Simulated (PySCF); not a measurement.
# C2H8SeSi: the cost of one run

Programs: PySCF 2.14.0, with routines of our own; each step states its level. All values are computed. Atoms count from 0.

## Step 1: The system as given

12 atoms, charge 0, multiplicity 1; geometry from: GFN2-xTB.

## Step 2: Optimising the geometry at PBE0-D3(BJ)/def2-SVP

The job: settings as JSON, then the geometry in Å.

```
{"job": {"xc": "PBE0", "basis": "def2-SVP", "d3": "d3bj", "grid": 1, "maxiter": 30, "shake": 0.01, "kind": "geom"}, "charge": 0, "multiplicity": 1}
C      0.440390     1.583630    -0.079970
Si     0.111450    -0.118020     0.658810
C     -1.318920    -1.016600    -0.241510
Se     2.089200    -1.370710     0.449720
H     -0.464070     2.228090     0.002840
H      0.664870     1.551070    -1.142770
H      1.251900     2.107600     0.418710
H     -0.057410    -0.066080     2.106050
H     -2.230200    -0.456440    -0.124230
H     -1.459090    -2.005420     0.197690
H     -1.093940    -1.140120    -1.282630
H      2.105520    -1.325270    -0.971730
```

Run with:

```bash
$ OMP_NUM_THREADS=1 python heavy_run.py task.json out
```

The driver reads the jobs from task.json and runs them one after another.

Q: Estimate the wall time and peak memory of this first job on 1 thread of Arm Neoverse V1, shared host.

About 37 s, with a peak of 0.47 GiB.
